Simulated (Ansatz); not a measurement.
# FH₃OSiZn: how energies converge with the basis set

The task here is to estimate one member of a computed series from the others.

Program: Ansatz 0.2.0, Gaussian basis. Level of theory: one geometry, several basis sets. These are calculated values, not measurements.

Plan: PBE0-D4/def2-SVP; ωB97M-V/def2-SVP; PBE0-D4/def2-QZVPP; ωB97M-V/def2-QZVPP; the functionals' def2-TZVPP values are taken from earlier runs.

## The relaxed structure

All runs share one geometry, relaxed beforehand with PBE0-D4 in a triple-zeta def2 set.

7 atoms, charge 0, spin multiplicity 1.

Atoms are counted from 1 here; the program's logs count them from 0.

Bond lengths: F1–Si2 1.606 Å, Si2–O3 1.603 Å, Si2–H5 1.483 Å, Si2–H6 1.483 Å, O3–Zn4 1.773 Å, Zn4–H7 1.509 Å. Angles: F1–Si2–O3 110.2°, F1–Si2–H5 106.3°, F1–Si2–H6 106.3°, O3–Si2–H5 111.1°, O3–Si2–H6 111.1°, H5–Si2–H6 111.6°, Si2–O3–Zn4 144.3°, O3–Zn4–H7 177.6°.

The first run:

in.yaml reads:

```yaml
crystal:
  periodic: [false, false, false]
  atoms:
    - {symbol: F, position_ang: [-0.250943, -0.300996, -1.880036]}
    - {symbol: Si, position_ang: [0.040708, 0.829326, -0.777448]}
    - {symbol: O, position_ang: [0.093951, 0.176689, 0.685185]}
    - {symbol: Zn, position_ang: [-0.032110, -1.344336, 1.587773]}
    - {symbol: H, position_ang: [1.344650, 1.435756, -1.139488]}
    - {symbol: H, position_ang: [-1.066244, 1.810214, -0.884185]}
    - {symbol: H, position_ang: [-0.130002, -2.606664, 2.408209]}
basis:
  gaussian: {orbitals: def2-SVP}
hamiltonian: {xc: pbe0, dispersion: d4}
output: {orbitals: {seedname: orbitals}}
```

Steps of the session up to this table: PBE0-D4 in def2-SVP; ωB97M-V in def2-SVP; PBE0-D4 in def2-QZVPP; ωB97M-V in def2-QZVPP.

One of the session's tables, all rows but one given; the rest of the session is left out.

It belongs to the step «Density functionals: the series». 

| functional | basis | HOMO (eV) |
| --- | --- | --- |
| PBE0-D4 | def2-SVP | -8.18 |
| PBE0-D4 | def2-TZVPP | ? |
| PBE0-D4 | def2-QZVPP | -8.42 |
| ωB97M-V | def2-SVP | -10.43 |
| ωB97M-V | def2-TZVPP | -10.71 |
| ωB97M-V | def2-QZVPP | -10.73 |

Q: Estimate the row for PBE0-D4, def2-TZVPP from the others.

The run gave: HOMO (eV): -8.40. In the column «HOMO (eV)» it lies between PBE0-D4, def2-QZVPP (-8.42) and PBE0-D4, def2-SVP (-8.18).
